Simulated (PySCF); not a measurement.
# C₅H₁₀O₂Si: electronic excitations

Aim: predict the electronic excitations of C₅H₁₀O₂Si (`CC(C)[SiH2]C(=O)C=O`).

Programs: PySCF 2.14.0, with density-fitted response routines of our own. Each step states its level of theory. These are calculated values for one molecule in the gas phase, unless marked as measured. Atoms count from 0, in the outputs and in this text.

**1. Starting geometry**

18 atoms, charge 0, multiplicity 1; geometry from: GFN2-xTB.

Bonds of the start (Å): C0–C1 1.53, C1–C2 1.53, C1–Si3 1.91, Si3–C4 1.95, C4–O5 1.20, C4–C6 1.48, C6–O7 1.20, C0–H8 1.09, C0–H9 1.09, C0–H10 1.09, C1–H11 1.10, C2–H12 1.09, C2–H13 1.09, C2–H14 1.09, Si3–H15 1.46, Si3–H16 1.47, C6–H17 1.11.

**2. Ultraviolet spectrum: CAM-B3LYP/def2-SVPD**

What the job is given:

```
{"job": {"kind": "uv", "xc": "CAM-B3LYP", "basis": "def2-SVPD", "nstates": 8, "ntriplets": 3}, "charge": 0, "multiplicity": 1}
C     -1.342450    -1.002920     0.288544
C     -0.762315     0.348391    -0.136855
C     -1.854452     1.226248    -0.747356
Si     0.707202     0.134323    -1.338141
C      2.013860    -0.943595    -0.371836
O      2.199359    -2.100343    -0.650962
C      2.686046    -0.124996     0.655160
O      2.194315     0.324326     1.657870
H     -0.587053    -1.616232     0.774962
H     -2.163509    -0.857201     0.988698
H     -1.726049    -1.548730    -0.571236
H     -0.392898     0.850375     0.765368
H     -2.265684     0.763362    -1.641803
H     -1.462232     2.203191    -1.018843
H     -2.666843     1.368502    -0.036389
H      0.393227    -0.642397    -2.535523
H      1.330706     1.420870    -1.660584
H      3.690009     0.203142     0.302512
```

With the program's defaults for keys left out, this is: TDDFT CAM-B3LYP/def2-SVPD, vertical, gas phase, core orbitals frozen in the response.

Started as:

```console
> OMP_NUM_THREADS=1 python probes_run.py task.json out
```

The driver reads the jobs from task.json and runs them one after another.

What it wrote:

```text
coarse grid: 15432 points
cycle   1  E = -635.5876789798  dE =  1.107e+00  |g| = 1.094e+00  |ddm| = 5.869e+00
cycle   2  E = -635.0000824482  dE =  5.876e-01  |g| = 2.121e+00  |ddm| = 3.300e+00
cycle   3  E = -635.8443775332  dE = -8.443e-01  |g| = 8.133e-02  |ddm| = 2.190e+00
cycle   4  E = -635.8456274650  dE = -1.250e-03  |g| = 5.736e-02  |ddm| = 2.189e-01
cycle   5  E = -635.8464240912  dE = -7.966e-04  |g| = 1.221e-02  |ddm| = 8.537e-02
cycle   6  E = -635.8464675136  dE = -4.342e-05  |g| = 6.526e-03  |ddm| = 2.850e-02
cycle   7  E = -635.8464788456  dE = -1.133e-05  |g| = 2.674e-03  |ddm| = 9.970e-03
cycle   8  E = -635.8464819932  dE = -3.148e-06  |g| = 1.042e-03  |ddm| = 6.198e-03
final grid: 144104 points
cycle   9  E = -635.9605806512  dE = -3.399e-05  |g| = 3.635e-03  |ddm| = 7.537e-02
cycle  10  E = -635.9605797388  dE =  9.124e-07  |g| = 4.563e-03  |ddm| = 1.280e-02
cycle  11  E = -635.9605839515  dE = -4.213e-06  |g| = 8.880e-04  |ddm| = 5.096e-03
cycle  12  E = -635.9605841219  dE = -1.704e-07  |g| = 2.362e-04  |ddm| = 1.191e-03
cycle  13  E = -635.9605841587  dE = -3.680e-08  |g| = 8.264e-05  |ddm| = 7.166e-04
cycle  14  E = -635.9605841675  dE = -8.803e-09  |g| = 4.704e-05  |ddm| = 3.168e-04
cycle  15  E = -635.9605841723  dE = -4.771e-09  |g| = 2.385e-05  |ddm| = 3.458e-04
cycle  16  E = -635.9605841727  dE = -4.111e-10  |g| = 1.094e-05  |ddm| = 9.893e-05
converged SCF energy = -635.9605841727

Static polarisability (au): isotropic 91.966, principal 85.193 87.947 102.756

Singlet excitations
state   eV       nm        f      main configurations
  1   2.8096    441.3   0.00228   H->L 0.92
  2   3.8444    322.5   0.00550   H->L+1 0.73, H-2->L 0.14
  3   5.3219    233.0   0.01832   H-2->L 0.52, H->L+1 0.20, H-1->L 0.17
  4   6.1304    202.2   0.04858   H-1->L 0.75, H-2->L 0.15
  5   6.3969    193.8   0.00301   H-2->L+1 0.58, H-1->L+1 0.16, H-2->L 0.12
  6   6.6793    185.6   0.01484   H->L+3 0.62, H->L+2 0.30
  7   7.0668    175.4   0.03618   H->L+2 0.38, H-1->L+1 0.23, H->L+3 0.16
  8   7.1408    173.6   0.02822   H->L+4 0.73

Triplet excitations (Tamm-Dancoff, eV): 2.2035 3.2374 4.8929
```

It took 3.1 min on 1 thread of Intel Xeon at 2.50GHz, shared host; peak memory 1.2 GiB.

Frontier orbitals and where they lie:

| orbital | eV | atoms |
| --- | --- | --- |
| HOMO−3 | -11.22 | C1 24 %, C0 16 %, H11 11 % |
| HOMO−2 | -10.67 | O7 42 %, O5 16 %, C6 10 % |
| HOMO−1 | -9.98 | C1 29 %, Si3 18 %, C0 9 % |
| HOMO | -8.35 | O5 36 %, O7 16 %, C4 16 % |
| LUMO | -1.13 | C4 26 %, C6 23 %, O5 21 % |
| LUMO+1 | -0.10 | C6 23 %, O7 20 %, C4 19 % |
| LUMO+2 | 1.15 | Si3 24 %, C2 11 %, H16 7 % |

With each of the 8 states as a Gaussian band of 0.4 eV half-width at 1/e, the curve within the window shown has maxima at 441 nm (ε 93), 323 nm (ε 220), 231 nm (ε 780), 201 nm (ε 2,200), 176 nm (ε 2,800) L/(mol cm). Beyond the last state computed it falls off for lack of states. The curve at chosen wavelengths:

nm, ε (L/mol/cm) and a bar:
```
      167       1278 ##################
      183       2166 ##############################
      199       2138 ##############################
      214       1202 #################
      230        784 ###########
      246        465 ######
      262         90 #
      277         27 
      293         85 #
      309        185 ##
      325        222 ###
      340        177 ##
      356        105 #
      372         61 #
      388         52 #
      403         64 #
      419         82 #
      435         92 #
      451         91 #
      466         81 #
      482         65 #
      498         49 #
      514         35 
      529         24 
      545         16 
      561         10
```

Further results of this job:

| property | computed |
| --- | --- |
| dipole moment (D) | 2.36 |
| polarisability (Å³) | 13.63 |
| HOMO–LUMO gap (eV) | 7.22 |
| −ε(HOMO) (eV) | 8.35 |

**3. Results**

```
                                quantity                        value
    lowest singlet (CAM-B3LYP/def2-SVPD)  2.81 eV (441 nm), f = 0.002
brightest single state of those computed  state 4, 6.13 eV, f = 0.049
                          lowest triplet                      2.20 eV
```

The first singlet state (HOMO→LUMO 0.92) lies at 2.81 eV and is weak; of the 8 states computed, the strongest absorption comes from state 4 at 6.13 eV. The lowest triplet lies 0.61 eV below the lowest singlet (triplets in Tamm-Dancoff, singlets in full TDDFT).
